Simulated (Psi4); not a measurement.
**SnTe (SMILES [Sn][Te]), step by step**

Aim: a structure relaxation (M06-2X/def2-TZVP), then the harmonic vibrations of SnTe. 

The results are computed with Psi4 1.11.

## (1) The molecule

The species is SnTe (2 atoms), meant as a singlet with charge 0. SMILES: `[Sn][Te]`. Geometry: a GFN2-xTB relaxation, a rough one for these elements and not checked as a minimum. The run starts from this shape.

Bond lengths: Sn1–Te2 2.537 Å.

## (2) A geometry optimisation at M06-2X/def2-TZVP (density fitting, core potential) (run 1)

Contents of calc.py:

```python
import psi4

psi4.set_memory(1600000000)
psi4.set_num_threads(1)
psi4.core.set_output_file('snte.out', False)

molecule = psi4.geometry("""
Sn
Te 1 2.53677
units angstrom
""")

options = {'basis': 'def2-TZVP', 'geom_maxiter': 60}
psi4.set_options(options)

e_tot = psi4.optimize('m06-2x', molecule=molecule)
print(f'total energy {e_tot:.8f} hartree = {e_tot * 27.211386:.5f} eV')
molecule.save_xyz_file('final.xyz', False)
```

Command:

```console
$ python calc.py
```

snte.out, shortened:

```text
[...]
    !!!  WARNING: ECP capability is in beta. Please check occupations closely.  !!!
[...]
  Running in c2v symmetry.
[...]
  Nuclear repulsion =  110.142254612660977
[...]
  Multiplicity = 1
[...]
  Nalpha       = 23
  Nbeta        = 23
[...]
    Number of basis functions: 100
[...]
 WARNING: Atomic UHF is not converging! Try casting from a smaller basis or call Rob at CCMST.
   -------------------------
[...]
   @DF-RKS iter   1:  -481.62149098394059   -2.38657e+00   1.98834e-02 ADIIS/DIIS
[...]
    !!!  WARNING: ECP capability is in beta. Please check occupations closely.  !!!
[...]
   @DF-RKS iter   9:  -482.22920201020287   -1.02318e-12   4.62404e-09 DIIS
[...]
    Orbital Energies [Eh]
    ---------------------
    Doubly Occupied:
       1A1    -6.484620     2A1    -5.355907     3A1    -4.585136
       1B2    -4.583695     1B1    -4.583695     2B1    -3.671499
       2B2    -3.671499     4A1    -3.661195     5A1    -1.704837
       3B2    -1.702739     3B1    -1.702739     1A2    -1.700797
       6A1    -1.700791     7A1    -1.182574     2A2    -1.182551
       8A1    -1.173891     4B1    -1.173101     4B2    -1.173101
       9A1    -0.673397    10A1    -0.470337    11A1    -0.289177
       5B1    -0.274984     5B2    -0.274984
[...]
  @DF-RKS Final Energy:  -482.22920201020287
   => Energetics <=
    Nuclear Repulsion Energy =            110.9243011814657507
    One-Electron Energy =               -1065.1289762299261383
    Two-Electron Energy =                 490.7573440557878257
    DFT Exchange-Correlation Energy =     -18.7818710175303671
    Empirical Dispersion Energy =           0.0000000000000000
    VV10 Nonlocal Energy =                  0.0000000000000000
    Total Energy =                       -482.2292020102028687
[...]
 Multipole Moments:
 ------------------------------------------------------------------------------------
     Multipole            Electronic (a.u.)      Nuclear  (a.u.)        Total (a.u.)
 ------------------------------------------------------------------------------------
 L = 1.  Multiply by 2.5417464519 to convert [e a0] to [Debye]
 Dipole X            :          0.0000000            0.0000000            0.0000000
 Dipole Y            :          0.0000000            0.0000000            0.0000000
 Dipole Z            :         -1.6095546            0.3756796           -1.2338750
 Magnitude           :                                                    1.2338750
[...]
  -Total Gradient:
     Atom            X                  Y                   Z
    ------   -----------------  -----------------  -----------------
       1        0.000000000000    -0.000000000000    -0.000380887660
       2        0.000000000000     0.000000000000    -0.000029579535
[...]
    Final optimized geometry and variables:
    Molecular point group: c2v
    Full point group: C_inf_v
    Geometry (in Angstrom), charge = 0, multiplicity = 1:
    SN
    TE            1    2.518885
[set-up sections that repeat, and orbital energies of the middle runs, are left out above]
```

On the terminal:

```text
Some dependencies such as QCElemental have not yet finished migration to pydantic v2. If issues are encountered please downgrade pydantic or upgrade QCElemental as appropriate
	Energy has increased in a minimization.
	Energy ratio indicates iffy step.
	Intrafrag trust radius decreased to  0.125.
Optimizer: Optimization complete!
total energy -482.22920201 hartree = -13122.12496 eV
```

It took 18 s on 1 thread of Intel Xeon Platinum 8488C (Sapphire Rapids), shared host; peak memory 0.53 GiB.

The path in brief:

| step | energy from the first frame kept (eV) | largest force (eV/Å) |
| --- | --- | --- |
| 0 | 0.0000 | 0.3124 |
| 1 | 0.0003 | 0.3119 |
| 2 | -0.0025 | 0.0196 |

After the run. Bond lengths: Sn1–Te2 2.519 Å.

## (3) Vibrational wavenumbers at M06-2X/def2-TZVP (density fitting, core potential) (run 2)

Contents of input.in:

```
memory 1.6 GB

molecule m {
  0 1
  Sn     0.000000     0.000000     0.009301
  Te     0.000000     0.000000     2.528186
  units angstrom
  symmetry c1
}

set basis def2-TZVP
set reference rks
set t 298.15
set rotational_symmetry_number 1

result = freq('m06-2x')
```

Command:

```console
$ psi4 input.in input.out -n 1
```

input.out, shortened:

```text
[...]
    !!!  WARNING: ECP capability is in beta. Please check occupations closely.  !!!
[...]
  Running in c1 symmetry.
[...]
  Nuclear repulsion =  110.924304695831722
[...]
  Multiplicity = 1
[...]
  Nalpha       = 23
  Nbeta        = 23
[...]
    Number of basis functions: 100
[...]
   @DF-RKS iter   1:  -481.62357433434977   -2.40561e+00   1.09639e-02 DIIS/ADIIS
[...]
   @DF-RKS iter  15:  -482.22920191858879   -3.58114e-12   3.47468e-09 DIIS
[...]
  @DF-RKS Final Energy:  -482.22920191858879
   => Energetics <=
    Nuclear Repulsion Energy =            110.9390625179807301
    One-Electron Energy =               -1065.1584580059736709
    Two-Electron Energy =                 490.7721055063859694
    DFT Exchange-Correlation Energy =     -18.7819119369817926
    Empirical Dispersion Energy =           0.0000000000000000
    VV10 Nonlocal Energy =                  0.0000000000000000
    Total Energy =                       -482.2292019185887852
[...]
 Multipole Moments:
 ------------------------------------------------------------------------------------
     Multipole            Electronic (a.u.)      Nuclear  (a.u.)        Total (a.u.)
 ------------------------------------------------------------------------------------
 L = 1.  Multiply by 2.5417464519 to convert [e a0] to [Debye]
 Dipole X            :         -0.0000000            0.0000000           -0.0000000
 Dipole Y            :          0.0000000            0.0000000            0.0000000
 Dipole Z            :         -1.6088505            0.3756296           -1.2332209
 Magnitude           :                                                    1.2332209
[...]
  -Total Gradient:
     Atom            X                  Y                   Z
    ------   -----------------  -----------------  -----------------
       1       -0.000000002143    -0.000000000379    -0.000270741632
       2        0.000000002159     0.000000000374    -0.000138333333
[...]
  ==> Harmonic Vibrational Analysis <==
[...]
  Freq [cm^-1]                 270.5921
[...]
  IR activ [km/mol]            16.6908
[...]
  Total E_0, Enthalpy at 0 [K]                                                         -482.22858556 [Eh]
[...]
  Total H, Enthalpy at  298.15 [K]                                                     -482.22482268 [Eh]
[...]
  Total G, Gibbs energy at  298.15 [K]                                                 -482.25470700 [Eh]
[...]
```

Standard output:

```text
Warning: used thermodynamics relations inappropriate for low-frequency modes: ['270.5921']
```

Run time: 47 s. Hardware: 1 thread of Intel Xeon Platinum 8488C (Sapphire Rapids), shared host; peak memory 0.57 GiB.

## (4) What came out

| quantity | value |
| --- | --- |
| run 1, M06-2X/def2-TZVP: total energy at the end | -482.22920 Eh |
| run 1, M06-2X/def2-TZVP: dipole moment | 3.14 D |
| run 1, M06-2X/def2-TZVP: HOMO energy | -7.48 eV |
| run 1, M06-2X/def2-TZVP: LUMO energy | -1.85 eV |
| run 1, M06-2X/def2-TZVP: HOMO–LUMO gap | 5.63 eV |
| run 1, M06-2X/def2-TZVP: bond length | 2.519 Å |
| run 2, M06-2X/def2-TZVP: harmonic wavenumber | 271 cm⁻¹ |
| run 2, M06-2X/def2-TZVP: zero-point energy | 1.6 kJ/mol |
| run 2, M06-2X/def2-TZVP: ideal-gas entropy at 298.15 K (symmetry number 1 as used) | 62.9 cal/(mol K) |

What this shows: The optimisation (run 1, M06-2X/def2-TZVP) took 3 steps and changed the energy by -0.003 eV. The one mode (run 2, M06-2X/def2-TZVP) is real, so the shape is a minimum at this level.
